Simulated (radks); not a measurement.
# Pd inside a hard spherical wall

Aim: energy, levels and pressure of Pd as a wall, at which all orbitals vanish, closes in. The configuration stays [Kr] 4d10.

Method: scalar-relativistic Kohn-Sham, PBE, spin-polarised, spherical densities, finite nucleus. Code: radks (a radial shooting solver on a logarithmic mesh, Libxc functionals) version 1.

## (1) What is computed

```
element            : palladium (Z = 46)
charge             : 0
electrons          : 46
configuration      : [Kr] 4d10
nuclear rms radius : 4.5318 fm
```

Outer shells as boxes (Hund's rule):

Pd
```
[Kr] core
4d [↑↓][↑↓][↑↓][↑↓][↑↓]
```

## (2) The free atom

The run's settings:

```text
Z 46
configuration [Kr] 4d10 5s0 5p0 4f0
relativity scalar-relativistic
functional pbe,pbe
spin polarised
nucleus finite rms 4.5318 fm
c 137.035999084
```

## (3) Wall at 20 bohr

Changes since step 2:

```diff
@@ -6,2 +6,3 @@
 nucleus finite rms 4.5318 fm
+wall 20 bohr
 c 137.035999084
```

## (4) Wall at 15 bohr

Changes since step 3:

```diff
@@ -6,3 +6,3 @@
 nucleus finite rms 4.5318 fm
-wall 20 bohr
+wall 15 bohr
 c 137.035999084
```

## (5) Wall at 12 bohr

Changes since step 4:

```diff
@@ -6,3 +6,3 @@
 nucleus finite rms 4.5318 fm
-wall 15 bohr
+wall 12 bohr
 c 137.035999084
```

## (6) Wall at 8 bohr

Changes since step 5:

```diff
@@ -6,3 +6,3 @@
 nucleus finite rms 4.5318 fm
-wall 12 bohr
+wall 8 bohr
 c 137.035999084
```

## (7) Wall at 4 bohr

Changes since step 6:

```diff
@@ -6,3 +6,3 @@
 nucleus finite rms 4.5318 fm
-wall 8 bohr
+wall 4 bohr
 c 137.035999084
```

## (8) Wall at 3.5 bohr

Changes since step 7:

```diff
@@ -6,3 +6,3 @@
 nucleus finite rms 4.5318 fm
-wall 4 bohr
+wall 3.5 bohr
 c 137.035999084
```

## (9) Wall at 3 bohr

Changes since step 8:

```diff
@@ -6,3 +6,3 @@
 nucleus finite rms 4.5318 fm
-wall 3.5 bohr
+wall 3 bohr
 c 137.035999084
```

## (10) Wall at 2.5 bohr

Changes since step 9:

```diff
@@ -6,3 +6,3 @@
 nucleus finite rms 4.5318 fm
-wall 3 bohr
+wall 2.5 bohr
 c 137.035999084
```

## (11) Wall at 2 bohr

Changes since step 10:

```diff
@@ -6,3 +6,3 @@
 nucleus finite rms 4.5318 fm
-wall 2.5 bohr
+wall 2 bohr
 c 137.035999084
```

## (12) Wall at 1.5 bohr

Changes since step 11:

```diff
@@ -6,3 +6,3 @@
 nucleus finite rms 4.5318 fm
-wall 2 bohr
+wall 1.5 bohr
 c 137.035999084
```

**Question.** What will these runs give? Wanted: for each run, R; E − E(free); ε(4d); ε(5s, empty); ε(5p, empty); ε(4f, empty); pressure.

**Answer**, as computed:

| R (bohr) | E − E(free) (eV) | ε(4d) (eV) | ε(5s, empty) (eV) | ε(5p, empty) (eV) | ε(4f, empty) (eV) | pressure (GPa) |
| --- | --- | --- | --- | --- | --- | --- |
| free | 0.000 | -4.048 | -3.321 | - | - | 0 |
| 20 | 0.000 | -4.048 | -3.321 | - | - | < 0.0001 |
| 15 | 0.000 | -4.048 | -3.321 | -0.271 | 2.576 | < 0.0001 |
| 12 | 0.000 | -4.046 | -3.318 | -0.175 | 3.816 | 0.000211 |
| 8 | 0.033 | -3.949 | -3.154 | 0.578 | 8.104 | 0.0519 |
| 4 | 5.660 | 0.389 | 4.335 | 12.404 | 29.914 | 45.5 |
| 3.5 | 12.276 | 3.471 | 10.253 | 20.300 | 37.948 | 139 |
| 3 | 28.588 | 9.190 | 22.222 | 35.442 | 49.850 | 488 |
| 2.5 | 74.587 | 20.895 | 49.119 | 67.505 | 69.347 | 2127 |
| 2 | 232.71 | 48.909 | 118.50 | 144.83 | 107.08 | 12510 |
| 1.5 | 926.84 | 132.01 | 330.79 | 367.18 | 198.17 | 108006 |

What this shows: Eigenvalues are for spin up. At the tightest wall, 1.5 bohr, the energy stands 926.84 eV above the free atom and the pressure, −dE/dV, is 108006 GPa. Of the levels in the table that exist at both ends, 5s (empty) rises most from the free atom (334.11 eV). From R = 4 bohr inwards the highest occupied level lies above zero, pushed up by confinement. Shells are not refilled when levels cross, and a hard wall is a model, not a crystal.
